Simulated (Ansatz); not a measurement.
From input file to script: CH₅BClFSi, SMILES FBC([SiH3])Cl in Ansatz 0.2.0.

```yaml
crystal:
  periodic: [false, false, false]
  atoms:
    - { symbol: F, position_ang: [-1.9317, 0.4426, 1.8161] }
    - { symbol: B, position_ang: [-0.7524, 0.7695, 1.1039] }
    - { symbol: C, position_ang: [-0.5828, 0.2802, -0.4047] }
    - { symbol: Si, position_ang: [0.9918, -0.8624, -0.4894] }
    - { symbol: Cl, position_ang: [-0.2694, 1.6744, -1.4651] }
    - { symbol: H, position_ang: [0.1055, 1.3977, 1.6471] }
    - { symbol: H, position_ang: [-1.4318, -0.2582, -0.7259] }
    - { symbol: H, position_ang: [1.1317, -1.3092, -1.8802] }
    - { symbol: H, position_ang: [0.69, -2.021, 0.4235] }
    - { symbol: H, position_ang: [2.1323, -0.1649, -0.0223] }
basis:
  gaussian: { orbitals: "6-31G*" }
correlation:
  method: rpa
```

The program run on that file:
```console
$ ansatz run input.yaml --threads 1 --pin off --max-ram 4096MiB --backend cpu --events-out ev --progress --plain --runs-dir out
Engine: ansatz 0.2.0, aarch64-unknown-linux-gnu
Functional definition: HF
  exchange = exact_x
  correlation = 0
903 factors; integrals over basis functions are off by at most 7.4e-4 eV
mean field evaluation 1: about -24850.8281 eV, gradient 2.8e1 eV
mean field evaluation 2: about -24850.9049 eV, gradient 2.8e1 eV
mean field evaluation 4: about -24853.0980 eV, gradient 3.5e0 eV
mean field evaluation 8: about -24853.1413 eV, gradient 1.3e-1 eV
mean field -24853.14143924 eV, -913.3361018279 hartree, gradient 8.0e-6 eV, S^2 0.000000; 0 other end points of the search recorded, 0 dependent functions left out
13 core orbitals not correlated: weight in the atoms' cores, before any rotation towards them, 1.000 or more for the frozen orbitals, at most 0.000 for the correlated occupied ones
reference -24853.14143924 eV, -913.3361018279 hartree; 15, 15 occupied and 65, 65 virtual orbitals, 903 factors
Total energy: -24871.44623738 eV, -914.0087907520 hartree
```

Script `energy.py`:
```python
import warnings

import ansatz as az

warnings.simplefilter("ignore", az.DeckWarning)

geometry_ang = [
    ("F", [-1.9317, 0.4426, 1.8161]),
    ("B", [-0.7524, 0.7695, 1.1039]),
    ("C", [-0.5828, 0.2802, -0.4047]),
    ("Si", [0.9918, -0.8624, -0.4894]),
    ("Cl", [-0.2694, 1.6744, -1.4651]),
    ("H", [0.1055, 1.3977, 1.6471]),
    ("H", [-1.4318, -0.2582, -0.7259]),
    ("H", [1.1317, -1.3092, -1.8802]),
    ("H", [0.69, -2.021, 0.4235]),
    ("H", [2.1323, -0.1649, -0.0223]),
]
mol = az.Crystal.molecule()
for symbol, xyz in geometry_ang:
    mol = mol.atom(symbol, xyz)

base = (
    mol.calculation()
    .basis(gaussian="6-31G*")
    .correlation("rpa")
)
done = base.run(threads=1, backend="cpu")
data = done.report

for key in ("converged", "free_energy_ev", "reference_energy_ev", "n_frozen", "n_occupied", "n_virtual"):
    print(f"{key:22s} {data[key]}")

print("correlation energy", round(data["free_energy_ev"] - data["reference_energy_ev"], 5), "eV")
cluster = data["correlation"].get("coupled_cluster")
if cluster:
    print("cycles", cluster["cycles"], " T1 diagnostic", round(cluster["t1_diagnostic"], 4), " largest double", round(cluster["largest_double"], 4))
```

`python energy.py` gives:
```text
converged              True
free_energy_ev         -24871.44623738131
reference_energy_ev    -24853.141439244653
n_frozen               13
n_occupied             [15, 15]
n_virtual              [65, 65]
correlation energy -18.3048 eV
```

Total energies depend on the basis set; only differences at equal settings carry meaning. The geometry is a force-field or estimated start, not a minimum of this method, and the basis set is short of its limit. Inner cores stay frozen, so this is valence correlation. Finished in 2.2 s on 1 thread of Arm Neoverse V1 (shared host), peak memory 0.21 GiB.

(Lines on the test bed's own set-up are left out of the output.)
